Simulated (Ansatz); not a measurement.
**BH₃SeSi (SMILES [SiH2]=B[SeH]): a relaxation**

Aim: see where a relaxation from this start ends.

The runs use Ansatz 0.2.0, Gaussian basis; CAM-B3LYP-D4/def2-SVP.

1 further run of the same task is left out (it didn't finish).

## 1. Where the work starts

The start, displaced at random: SMILES `[SiH2]=B[SeH]`, 6 atoms, charge 0, spin multiplicity 1.

Atoms are counted from 1 here; the program's logs count them from 0.

Bond lengths: Si1–B2 1.645 Å, Si1–H4 1.403 Å, Si1–H5 1.488 Å, B2–Se3 2.057 Å, Se3–H6 1.592 Å. Angles: B2–Si1–H4 127.6°, B2–Si1–H5 128.7°, H4–Si1–H5 101.6°, Si1–B2–Se3 147.8°, B2–Se3–H6 103.1°.

Coordinates:

```
atom     x (Å)     y (Å)     z (Å)
 Si1   0.12326  -0.25881  -1.27391
  B2  -0.17135   0.23134   0.26823
 Se3  -0.18246  -0.23666   2.27142
  H4  -0.80506  -0.72487  -2.21663
  H5   1.30103   0.03454  -2.13507
  H6  -0.42049   1.17449   2.96995
```

## 2. The relaxation

Contents of run/in.yaml:

```yaml
crystal:
  periodic: [false, false, false]
  atoms:
    - {symbol: Si, position_ang: [0.123265, -0.258805, -1.273906]}
    - {symbol: B, position_ang: [-0.171351, 0.231336, 0.268233]}
    - {symbol: Se, position_ang: [-0.182462, -0.236660, 2.271419]}
    - {symbol: H, position_ang: [-0.805057, -0.724873, -2.216626]}
    - {symbol: H, position_ang: [1.301026, 0.034544, -2.135071]}
    - {symbol: H, position_ang: [-0.420492, 1.174485, 2.969947]}
basis:
  gaussian: {orbitals: def2-SVP}
hamiltonian: {xc: {name: CAM-B3LYP}, dispersion: d4}
relax: {f_tol: 0.2, max_steps: 30, max_displacement: 0.2}
```

On the command line:

```
ansatz run in.yaml --threads 1 --pin off --events-out ev --progress --plain --max-ram 4352MiB
```

Before running it: what results should come out? Wanted: energy change; last largest force; RMSD from the start.

The runs gave:

| quantity | value |
| --- | --- |
| steps | 6 |
| energy change | -126.6 kJ/mol |
| last largest force | 0.1401 eV/Å |
| RMSD from the start | 0.250 Å |

**Reading.** It converged in 6 steps at a force tolerance of 0.2 eV/Å. So loose a tolerance leaves the structure only roughly relaxed.
